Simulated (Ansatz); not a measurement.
# CH2FNSSi (SMILES FC1=N[SiH2]S1): PBE/cc-pVDZ

What is the vertical ionisation energy of CH2FNSSi at PBE/cc-pVDZ? 

Program for the calculation: Ansatz 0.2.0.

111 further runs of the same task are left out: 111 set aside as unsound or not needed. Runs told in other sessions of the task aren't counted.

## (1) The structure to begin with

The species is CH2FNSSi (7 atoms), meant as a singlet with charge 0. As SMILES, `FC1=N[SiH2]S1`. Geometry: relaxed at PBE0-D4/def2-TZVP.

Bond lengths: F1–C2 1.316 Å, C2–N3 1.264 Å, N3–Si4 1.755 Å, C2–S5 1.779 Å, Si4–S5 2.172 Å, Si4–H6 1.478 Å, Si4–H7 1.478 Å. Some angles: F1–C2–N3 124.1°, F1–C2–S5 117.1°, N3–C2–S5 118.7°, C2–N3–Si4 91.5°, N3–Si4–S5 83.4°, C2–S5–Si4 66.4°, N3–Si4–H6 115.0°, N3–Si4–H7 115.0°, S5–Si4–H6 114.2°, S5–Si4–H7 114.2°.

## (2) The energy at PBE/cc-pVDZ

input.yaml

```yaml
crystal:
  periodic: [false, false, false]
  atoms:
    - {symbol: F, position_ang: [1.147800, -1.939300, 1.137100]}
    - {symbol: C, position_ang: [0.551100, -0.929900, 0.538600]}
    - {symbol: N, position_ang: [-0.672300, -0.915900, 0.221400]}
    - {symbol: Si, position_ang: [-0.525200, 0.696600, -0.454900]}
    - {symbol: S, position_ang: [1.547900, 0.494500, 0.161700]}
    - {symbol: H, position_ang: [-1.272100, 1.746800, 0.268200]}
    - {symbol: H, position_ang: [-0.716300, 0.779100, -1.917900]}
basis:
  gaussian:
    orbitals: cc-pVDZ
output: {orbitals: {seedname: orbitals}}
hamiltonian:
  xc: pbe
total_charge: 0
accuracy: high
```

Started as:

```
$ ansatz run input.yaml --threads 1 --pin off --max-ram 2610MiB --events-out events.jsonl --progress --plain --runs-dir runs
```

The log of the run:

```text
Warning: RAYON_NUM_THREADS=1 ignored (pool sized by the plan → 1); use --threads N
Functional definition: PBE
  name "PBE"
  parameter kappa = 0.804
  parameter beta = 0.06672455060314922
  exchange = pbe_x(kappa = kappa, mu = beta*pi^2/3)
  correlation = pbe_c(beta = beta)
2031 factors; integrals over basis functions are off by at most 3.5e-9 eV
mean field evaluation 1: about -23967.8616 eV, gradient 5.9e1 eV
mean field evaluation 2: about -23879.0402 eV, gradient 1.5e2 eV
mean field evaluation 4: about -23975.0500 eV, gradient 1.2e1 eV
mean field evaluation 8: about -23975.4130 eV, gradient 5.1e-1 eV
mean field evaluation 16: about -23975.4066 eV, gradient 1.6e-4 eV
mean field -23975.40659341 eV, -881.0799411936 hartree, gradient 2.8e-8 eV, S^2 0.000000; 0 other end points of the search recorded, 0 dependent functions left out
reference -23975.40659616 eV, -881.0799412948 hartree; 27, 27 occupied and 61, 61 virtual orbitals, 2031 factors
Total energy: -23975.40659616 eV, -881.0799412948 hartree
```

Wall time 7.8 s (1 thread of Arm Neoverse V2, shared host); peak memory 0.23 GiB.

## (3) The doublet cation, same level

molecule.yaml

```yaml
crystal:
  periodic: [false, false, false]
  atoms:
    - {symbol: F, position_ang: [1.147800, -1.939300, 1.137100]}
    - {symbol: C, position_ang: [0.551100, -0.929900, 0.538600]}
    - {symbol: N, position_ang: [-0.672300, -0.915900, 0.221400]}
    - {symbol: Si, position_ang: [-0.525200, 0.696600, -0.454900]}
    - {symbol: S, position_ang: [1.547900, 0.494500, 0.161700]}
    - {symbol: H, position_ang: [-1.272100, 1.746800, 0.268200]}
    - {symbol: H, position_ang: [-0.716300, 0.779100, -1.917900]}
basis:
  gaussian:
    orbitals: cc-pVDZ
total_charge: 1
magnetization:
  spin_polarized: true
  initial_magnetization: 1
hamiltonian:
  xc: {name: PBE}
accuracy: high
output: {orbitals: {seedname: orbitals}}
```

Started as:

```
$ ansatz run molecule.yaml --threads 1 --pin off --max-ram 2610MiB --events-out events.jsonl --progress --plain --runs-dir runs
```

The log of the run:

```text
Warning: RAYON_NUM_THREADS=1 ignored (pool sized by the plan → 1); use --threads N
Functional definition: PBE
  name "PBE"
  parameter kappa = 0.804
  parameter beta = 0.06672455060314922
  exchange = pbe_x(kappa = kappa, mu = beta*pi^2/3)
  correlation = pbe_c(beta = beta)
2030 factors; integrals over basis functions are off by at most 4.0e-9 eV
mean field evaluation 1: about -23948.1414 eV, gradient 6.1e1 eV
mean field evaluation 2: about -23769.6645 eV, gradient 1.6e2 eV
mean field evaluation 4: about -23962.2877 eV, gradient 2.4e1 eV
mean field evaluation 8: about -23965.6300 eV, gradient 1.5e0 eV
mean field evaluation 16: about -23965.6323 eV, gradient 2.7e-3 eV
mean field evaluation 32: about -23965.6323 eV, gradient 4.1e-7 eV
mean field -23965.63232796 eV, -880.7207435636 hartree, gradient 6.0e-8 eV, S^2 0.757734; 5 other end points of the search recorded, 0 dependent functions left out
reference -23965.63233078 eV, -880.7207436671 hartree; 27, 26 occupied and 61, 62 virtual orbitals, 2030 factors
Total energy: -23965.63233078 eV, -880.7207436671 hartree
```

It took 24 s on 1 thread of Arm Neoverse V2, shared host; peak memory 0.3 GiB.

## (4) Outcome

At PBE/cc-pVDZ:

```
                                          quantity          value
                    singlet CH2FNSSi: total energy  -881.07994 Eh
                     singlet CH2FNSSi: HOMO energy       -6.40 eV
                     singlet CH2FNSSi: LUMO energy       -1.41 eV
                   singlet CH2FNSSi: HOMO–LUMO gap        4.99 eV
                      doublet cation: total energy  -880.72074 Eh
doublet cation: HOMO energy (highest over α and β)      -13.33 eV
 doublet cation: LUMO energy (lowest over α and β)      -13.10 eV
                              doublet cation: ⟨S²⟩          0.758
vertical ionisation energy (to the doublet cation)       9.774 eV
```

In words: The vertical ionisation energy comes to 9.77 eV (943 kJ/mol). The negative HOMO energy of the first species, 6.40 eV, lies 3.38 eV below that difference.
